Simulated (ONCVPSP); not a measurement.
**An ONCV potential for Tl, from input to tests**

Aim: build the potential from the settings below, then test how well it stands in for the atom: other configurations, scattering, ghost states and the plane-wave cutoff that it needs.

Program: ONCVPSP 4.0.1. Reference atom: PBE, scalar-relativistic, spherical and spin-unpolarised. All values are calculated.

### Step 1. The design

Typed settings, in words:

* element: thallium (Tl, Z = 81)
* type: optimised norm-conserving Vanderbilt (ONCV)
* frozen core: [Kr] 4d10 4f14
* valence charge: 21
* reference configuration: 5s2 5p6 5d10 6s2 6p1
* partial waves: 5s+6s: rc 1.45 bohr, ncon 3, nbas 8, qcut 10.1 1/bohr, 2 projectors; 5p+6p: rc 1.58 bohr, ncon 5, nbas 9, qcut 6.4 1/bohr, 3 projectors, debl 1.1 Ha; 5d: rc 1.30 bohr, ncon 4, nbas 7, qcut 8.1 1/bohr, 2 projectors, debl 3.3 Ha; f scattering state at 0.04 Ha: rc 1.45 bohr, ncon 3, nbas 6, qcut 8.6 1/bohr, 2 projectors, debl 2 Ha
* local potential: polynomial inside 0.90 bohr (lpopt 5, dvloc0 3 Ha)
* core correction: not asked for

An earlier all-electron run gives the scale for the radii.

All-electron outer shells of the reference configuration (PBE, scalar-relativistic, ld1.x):

| shell | level (eV) | outermost node (bohr) | outermost maximum (bohr) |
| --- | --- | --- | --- |
| 4d | -375.02 | 0.19 | 0.39 |
| 5s | -131.00 | 0.46 | 0.80 |
| 4f | -114.03 | – | 0.36 |
| 5p | -76.10 | 0.50 | 0.91 |
| 5d | -15.49 | 0.53 | 1.11 |
| 6s | -9.55 | 1.04 | 2.08 |
| 6p | -2.37 | 1.23 | 2.91 |

### Step 2. The generation run

Input file Tl.dat:

```
# ATOM AND REFERENCE CONFIGURATION
# atsym  z   nc   nv     iexc    psfile
  Tl 81.00   10    5        4      upf
#
#   n    l    f
    1    0    2.00
    2    0    2.00
    2    1    6.00
    3    0    2.00
    3    1    6.00
    3    2   10.00
    4    0    2.00
    4    1    6.00
    4    2   10.00
    4    3   14.00
    5    0    2.00
    5    1    6.00
    5    2   10.00
    6    0    2.00
    6    1    1.00
#
# PSEUDOPOTENTIAL AND OPTIMIZATION
# lmax
    3
#
#   l,   rc,      ep,       ncon, nbas, qcut
    0    1.45    0.00    3    8   10.10
    1    1.58    0.00    5    9    6.40
    2    1.30    0.00    4    7    8.10
    3    1.45    0.04    3    6    8.60
#
# LOCAL POTENTIAL
# lloc, lpopt,  rc(5),   dvloc0
    4    5    0.90    3.00
#
# VANDERBILT-KLEINMAN-BYLANDER PROJECTORs
# l, nproj, debl
    0    2    2.10
    1    3    1.10
    2    2    3.30
    3    2    2.00
#
# MODEL CORE CHARGE
# icmod, fcfact, rcfact
    0    0.00    0.00
#
# LOG DERIVATIVE ANALYSIS
# epsh1, epsh2, depsh
   -6.00    5.00    0.04
#
# OUTPUT GRID
# rlmax, drl
    6.00    0.01
#
# TEST CONFIGURATIONS
# ncnf
    4
# nvcnf
#   n    l    f
    5
    5    0    2.00
    5    1    6.00
    5    2   10.00
    6    0    2.00
    6    1    0.00
#
    5
    5    0    2.00
    5    1    6.00
    5    2   10.00
    6    0    1.00
    6    1    0.00
#
    5
    5    0    2.00
    5    1    6.00
    5    2   10.00
    6    0    0.00
    6    1    0.00
#
    5
    5    0    2.00
    5    1    6.00
    5    2    9.00
    6    0    2.00
    6    1    2.00
#
```

Command:

```sh
$ oncvpsp.x < Tl.dat > Tl.out
```

Before running it: what results should come out? Wanted: cutoffs for 1 and 0.1 mHa per electron, occupied waves; bound ghosts; GHOST(+) flags; largest test error; largest phase difference near zero energy, channels read.

The runs gave:

```
                                                quantity                                                              value
  cutoffs for 1 and 0.1 mHa per electron, occupied waves                                                    34 Ha and 81 Ha
                                            bound ghosts                                                         none found
                                          GHOST(+) flags  s at 53 eV, p at 612 eV (1 near or above the test basis's cutoff)
                            largest test error (AE − PS)                -11 meV, for 5s2 5p6 5d10 6s1 6p0 (1 test unsolved)
largest phase difference near zero energy, channels read                                                          0.001 rad
```

What this shows: By total energies transferability is good where solved: the largest error is 11 meV on 25.9 eV, for 5s2 5p6 5d10 6s1 6p0. Of the tests 1 gave no usable energy difference, which is a warning in itself. By its cutoff, 34 Ha for the looser tolerance, it is of middling hardness. No bound ghost shows below the valence levels. Near zero energy the phases of the channels with partial waves agree within 0.001 rad. The program also flags highly localised states, GHOST(+) (s, p). Note that the frozen 4f shell (-114 eV) lies higher than the valence 5s shell (-131 eV). These are tests on the free atom; a crystal test is still owed.
